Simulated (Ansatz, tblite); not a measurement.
# C14H6F24: one state, many levels

An exercise on one series of results from a longer session: the logs are not shown, and one member is left open.

Program: Ansatz 0.2.0, Gaussian basis. Level of theory: as each input shows. These are calculated values, not measurements.

The runs, in order: GFN1-xTB, GFN2-xTB, PBE-D4/def2-SVP, r2SCAN-D4/def2-SVP, BHLYP-D4/def2-SVP, HF/def2-SVP, CAM-B3LYP-D4/def2-SVP, r2SCAN-D4/def2-mTZVP, HF/STO-3G, HF/6-31G, B3LYP-D4/6-31G, MP2/def2-SVP, RPA/def2-SVP.

### The relaxed structure

The singlet was relaxed beforehand with PBE-D4/def2-SVP.

SMILES `CC(F)(F)C(F)(F)C(F)(F)C(F)(F)C(F)(F)C(F)(F)C(F)(F)C(F)(F)C(F)(F)C(F)(F)C(F)(F)C(C)(F)F`, 44 atoms, charge 0, spin multiplicity 1.

Bond lengths: C1–C2 1.511 Å, C1–H39 1.105 Å, C1–H40 1.104 Å, C1–H41 1.106 Å, C2–F3 1.368 Å, C2–F4 1.370 Å, C2–C5 1.570 Å, C5–F6 1.355 Å, C5–F7 1.363 Å, C5–C8 1.562 Å, C8–F9 1.366 Å, C8–F10 1.348 Å, C8–C11 1.577 Å, C11–F12 1.358 Å, C11–F13 1.350 Å, C11–C14 1.566 Å, C14–F15 1.355 Å, C14–F16 1.355 Å and more. Angles: C2–C1–H39 109.8°, C2–C1–H40 110.9°, C2–C1–H41 107.7°, H39–C1–H40 109.5°, H39–C1–H41 109.4°, H40–C1–H41 109.6°, C1–C2–F3 109.6°, C1–C2–F4 110.8°, C1–C2–C5 115.6°, F3–C2–F4 107.3°, F3–C2–C5 105.7°, F4–C2–C5 107.4°, C2–C5–F6 108.7°, C2–C5–F7 108.0°, C2–C5–C8 115.1°, F6–C5–F7 108.6°, F6–C5–C8 107.4°, F7–C5–C8 108.8° and more.

PBE0-D4/def2-SVP was run before; its log isn't repeated, and its numbers join the tables.

Set-up of the first run:

Tight binding, by tblite at 300 K electronic temperature and without a spin-polarisation term:

```python
tblite.interface.Calculator('GFN1-xTB', numbers, positions, charge=0, uhf=0).singlepoint()
```

Tight binding, by tblite at 300 K electronic temperature and without a spin-polarisation term:

```python
tblite.interface.Calculator('GFN2-xTB', numbers, positions, charge=0, uhf=0).singlepoint()
```

start.molden holds the orbitals of an earlier run on this state, given as this run's starting guess.

in.yaml reads:

```yaml
crystal:
  periodic: [false, false, false]
  atoms:
    - {symbol: C, position_ang: [-7.158745, 0.266899, 0.208987]}
    - {symbol: C, position_ang: [-6.032745, -0.432895, 0.933471]}
    - {symbol: F, position_ang: [-5.983622, 0.000007, 2.229979]}
    - {symbol: F, position_ang: [-6.240010, -1.786522, 0.963205]}
    - {symbol: C, position_ang: [-4.595793, -0.189399, 0.350094]}
    - {symbol: F, position_ang: [-3.682314, -0.494555, 1.303237]}
    - {symbol: F, position_ang: [-4.482329, 1.134999, 0.046568]}
    - {symbol: C, position_ang: [-4.244933, -1.028765, -0.919621]}
    - {symbol: F, position_ang: [-5.289386, -0.952801, -1.796937]}
    - {symbol: F, position_ang: [-4.068442, -2.318707, -0.571234]}
    - {symbol: C, position_ang: [-2.988993, -0.560771, -1.750525]}
    - {symbol: F, position_ang: [-2.847890, -1.478011, -2.742371]}
    - {symbol: F, position_ang: [-3.264248, 0.640720, -2.301823]}
    - {symbol: C, position_ang: [-1.634418, -0.466034, -0.969741]}
    - {symbol: F, position_ang: [-1.512392, -1.544462, -0.158863]}
    - {symbol: F, position_ang: [-1.656387, 0.663026, -0.221298]}
    - {symbol: C, position_ang: [-0.387495, -0.428680, -1.916985]}
    - {symbol: F, position_ang: [-0.182218, -1.661448, -2.425265]}
    - {symbol: F, position_ang: [-0.648060, 0.431322, -2.935425]}
    - {symbol: C, position_ang: [0.964642, 0.077674, -1.279152]}
    - {symbol: F, position_ang: [1.896260, -0.068334, -2.254563]}
    - {symbol: F, position_ang: [0.831890, 1.391992, -0.989831]}
    - {symbol: C, position_ang: [1.454118, -0.677623, -0.004338]}
    - {symbol: F, position_ang: [0.678062, -0.316401, 1.042561]}
    - {symbol: F, position_ang: [1.313935, -2.011392, -0.215750]}
    - {symbol: C, position_ang: [2.967443, -0.477765, 0.398035]}
    - {symbol: F, position_ang: [3.113493, -1.143097, 1.571577]}
    - {symbol: F, position_ang: [3.732248, -1.067615, -0.546687]}
    - {symbol: C, position_ang: [3.444704, 0.994222, 0.594574]}
    - {symbol: F, position_ang: [2.495666, 1.660112, 1.304241]}
    - {symbol: F, position_ang: [3.567323, 1.573805, -0.622524]}
    - {symbol: C, position_ang: [4.790913, 1.201468, 1.379263]}
    - {symbol: F, position_ang: [4.591341, 0.859214, 2.676709]}
    - {symbol: F, position_ang: [5.029744, 2.543262, 1.324650]}
    - {symbol: C, position_ang: [6.066419, 0.469513, 0.866531]}
    - {symbol: C, position_ang: [7.327519, 0.942598, 1.552178]}
    - {symbol: F, position_ang: [6.151408, 0.664628, -0.484569]}
    - {symbol: F, position_ang: [5.891129, -0.871073, 1.083791]}
    - {symbol: H, position_ang: [-6.991978, 1.359077, 0.225060]}
    - {symbol: H, position_ang: [-7.229084, -0.078818, -0.836764]}
    - {symbol: H, position_ang: [-8.099616, 0.031323, 0.741345]}
    - {symbol: H, position_ang: [7.239191, 0.793748, 2.644055]}
    - {symbol: H, position_ang: [8.173195, 0.343366, 1.166223]}
    - {symbol: H, position_ang: [7.500445, 2.012194, 1.337912]}
basis:
  gaussian: {orbitals: def2-SVP, fitting: {mean_field: def2-universal-jkfit}, initial_orbitals: start.molden}
hamiltonian: {xc: pbe, dispersion: d4}
scf: {omitted_lower_state_checks: [starts]}
output: {forces: true, orbitals: {seedname: orbitals}}
```

On the command line:

```
ansatz run in.yaml --threads 2 --pin off --events-out ev --progress --plain --max-ram 32768MiB --backend cuda --devices 0, --max-vram 18GiB
```

Among the steps run: PBE-D4/def2-SVP; r2SCAN-D4/def2-SVP; BHLYP-D4/def2-SVP; HF/def2-SVP; CAM-B3LYP-D4/def2-SVP; r2SCAN-D4/def2-mTZVP; HF/STO-3G; HF/6-31G; B3LYP-D4/6-31G; MP2/def2-SVP; RPA/def2-SVP.

One table of the session follows, with a row left open; its other results are not shown here.

It belongs to the step «Binding energy». 

```
                level  binding an atom (eV)
            HF/STO-3G                 3.014
             HF/6-31G                 2.472
          HF/def2-SVP                 3.042
      PBE-D4/def2-SVP                 4.826
   r2SCAN-D4/def2-SVP                 4.594
 r2SCAN-D4/def2-mTZVP                 4.437
       B3LYP-D4/6-31G                 4.104
     PBE0-D4/def2-SVP                 4.598
    BHLYP-D4/def2-SVP                 4.258
CAM-B3LYP-D4/def2-SVP                     ?
         MP2/def2-SVP                 4.423
```

Estimate the missing values for CAM-B3LYP-D4/def2-SVP.

**Answer.** binding an atom (eV): 4.614. In the column «binding an atom (eV)» it lies between PBE0-D4/def2-SVP (4.598) and PBE-D4/def2-SVP (4.826).

Limits of these values: Free atoms were run apart at each level; binding is atoms less cluster, divided by the number of atoms, without zero-point or spin-orbit terms.
